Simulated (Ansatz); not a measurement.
The system is Fe4Si.

```
CELL_PARAMETERS angstrom
0.00000 2.02761 9.46634
1.52190 0.00000 9.46634
1.52190 2.02761 0.00000
ATOMIC_POSITIONS crystal
Fe 0.59407 0.59407 0.40593
Fe 0.19797 0.19797 0.80203
Fe 0.80203 0.80203 0.19797
Fe 0.40593 0.40593 0.59407
Si 0.00000 0.00000 0.00000
```

The cell comes from a database or a generator and needn't be the stable form of this composition.

Base run:

```yaml
Program: Ansatz 0.2.0
Functional: PBEsol
Potentials_or_basis: JTH PAW
Cutoff: 1320 eV
Density_cutoff: 7920 eV
k_mesh: 11 × 11 × 11
Occupations: fermi-dirac, width 0.05 eV
Spin: collinear spin, ferromagnetic start
Starting_moments: "[3.0, 3.0, 3.0, 3.0, 0.0] μB"
```

Its results: band gap on the k mesh none (metal or under the smearing width); pressure -9.6 GPa; net moment 8.84 μB per cell; site moments Fe +1.93, +2.58; Si -0.06 μB; largest force 0.072 eV/Å.

Question: After a change of settings the same cell gave: band gap on the k mesh none (metal or under the smearing width); pressure -8.3 GPa; net moment 9.04 μB per cell; site moments Fe +2.00, +2.63; Si -0.07 μB; largest force 0.083 eV/Å. Which change was it?
A. potentials or basis from JTH PAW to Ansatz PAW; cutoff from 1320 eV to 420 eV; density cutoff from 7920 eV to 1680 eV
B. potentials or basis from JTH PAW to Ansatz PAW earlier set; cutoff from 1320 eV to 844 eV; density cutoff from 7920 eV to 3376 eV
C. functional from PBEsol to PBE; potentials or basis from JTH PAW to Ansatz PAW; cutoff from 1320 eV to 420 eV; density cutoff from 7920 eV to 1680 eV
D. potentials or basis from JTH PAW to PseudoDojo standard (PBEsol files); cutoff from 1320 eV to 1225 eV; density cutoff from 7920 eV to 4898 eV

Answer: D.

Not every run made on this cell is shown here.
